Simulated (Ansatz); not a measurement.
# CH3F3Ge: the cost of one run

Computed with Ansatz 0.2.0, Gaussian basis. Level: the settings change from run to run.

### Step 1. The molecule

The structure was relaxed beforehand with PBE0-D4 in a triple-zeta def2 set.

8 atoms, charge 0, spin multiplicity 1.

Atoms are counted from 1 here; the program's logs count them from 0.

Bond lengths: C1–Ge2 1.911 Å, C1–H6 1.089 Å, C1–H7 1.089 Å, C1–H8 1.089 Å, Ge2–F3 1.714 Å, Ge2–F4 1.714 Å, Ge2–F5 1.714 Å. Angles: Ge2–C1–H6 109.2°, Ge2–C1–H7 109.2°, Ge2–C1–H8 109.2°, H6–C1–H7 109.7°, H6–C1–H8 109.7°, H7–C1–H8 109.7°, C1–Ge2–F3 113.3°, C1–Ge2–F4 113.3°, C1–Ge2–F5 113.2°, F3–Ge2–F4 105.4°, F3–Ge2–F5 105.4°, F4–Ge2–F5 105.4°.

As a file:

```xyz
8
CH3F3Ge
C    -0.8801   -0.2122    0.5567
Ge    0.7052    0.1523   -0.4456
F     2.1029   -0.5985    0.2020
F     0.6147   -0.3789   -2.0723
F     1.0825    1.8217   -0.5313
H    -1.0614   -1.2864    0.5634
H    -0.7489    0.1448    1.5776
H    -1.7228    0.3000    0.0937
```

### Step 2. B2GP-PLYP/aug-cc-pVTZ

Options: high accuracy, the search for lower states set to full.

Contents of in.yaml:

```yaml
crystal:
  periodic: [false, false, false]
  atoms:
    - {symbol: C, position_ang: [-0.880138, -0.212181, 0.556726]}
    - {symbol: Ge, position_ang: [0.705247, 0.152299, -0.445604]}
    - {symbol: F, position_ang: [2.102889, -0.598506, 0.202041]}
    - {symbol: F, position_ang: [0.614734, -0.378913, -2.072310]}
    - {symbol: F, position_ang: [1.082471, 1.821715, -0.531317]}
    - {symbol: H, position_ang: [-1.061361, -1.286407, 0.563375]}
    - {symbol: H, position_ang: [-0.748909, 0.144819, 1.577608]}
    - {symbol: H, position_ang: [-1.722836, 0.299974, 0.093681]}
basis:
  gaussian: {orbitals: aug-cc-pVTZ}
hamiltonian: {xc: {name: B2GP-PLYP}}
accuracy: high
scf: {lower_state_search: full}
```

On the command line:

```sh
$ ansatz run in.yaml --threads 4 --pin off --events-out ev --progress --plain --max-ram 10444MiB
```

**Question.** How long does this run take on 4 threads of AMD EPYC 9R45, shared host, and how much memory does it need?

About 14 s, with a peak of 3.1 GiB.
